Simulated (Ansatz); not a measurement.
Below is the output of a Python script on Ansatz 0.2.0 through its Python package that makes a ladder of methods at one geometry of ClFH3NSn, SMILES [NH2][SnH]([F])[Cl]. Write a script that gives it. Level of theory (for the species named): MP2, def2-SVP basis, multiplicity 1. The script varies method: mp2, ccsd, ccsd_t.

Contents of `clfh3nsn.xyz`:
```text
7

N    -0.43940    1.26060    0.05160
Sn    0.52010   -0.49070   -0.03160
F     1.40910   -0.64470   -1.74950
Cl   -0.93580   -2.24850    0.19970
H    -1.00580    1.31300    0.92780
H    -1.20590    1.28980   -0.71940
H     1.71890   -0.54750    1.27560
```

`python methods_clfh3nsn.py` gives:
```text
Hartree-Fock reference -828.267397 Ha
mp2      total -828.874381 Ha  correlation  -16.5169 eV  (93.0 % of the last)
ccsd     total -828.905495 Ha  correlation  -17.3635 eV  (97.8 % of the last)
ccsd_t   total -828.919953 Ha  correlation  -17.7570 eV  (100.0 % of the last)
```

One script that gives this output:

`methods_clfh3nsn.py`
```python
# -*- coding: utf-8 -*-
"""One geometry of ClFH3NSn, method by method."""

import ansatz as az

mol = az.Crystal.molecule_from_extxyz("clfh3nsn.xyz")

base = mol.calculation().basis(gaussian="def2-SVP")

methods = ["mp2", "ccsd", "ccsd_t"]
reports = [base.correlation(m).run(threads=1).report for m in methods]
print(f"Hartree-Fock reference {reports[0]['reference_energy_ev'] / 27.211386246:.6f} Ha")
best = reports[-1]["free_energy_ev"] - reports[-1]["reference_energy_ev"]
for method, each in zip(methods, reports):
    gained = each["free_energy_ev"] - each["reference_energy_ev"]
    print(f"{method:8s} total {each['free_energy_ev'] / 27.211386246:.6f} Ha  correlation {gained:9.4f} eV  ({100 * gained / best:.1f} % of the last)")
```

Total energies depend on the basis set; only differences at equal settings carry meaning. The geometry is a force-field or estimated start, not a minimum of this method, and the basis set is short of its limit. A lower total doesn't mark the better method: functionals have no common bound, and MP2 and coupled cluster aren't variational. def2 sets replace the cores of elements past krypton by effective core potentials. Inner cores stay frozen; a filled d shell under the valence of the heavier atoms is correlated with it. Finished in 18 s on 1 thread of Arm Neoverse V1, with other jobs on the host, peak memory 0.38 GiB.

(A comment or docstring line of the script was reworded after the run, the code is as it ran; lines on the test bed's own set-up are left out of the output.)
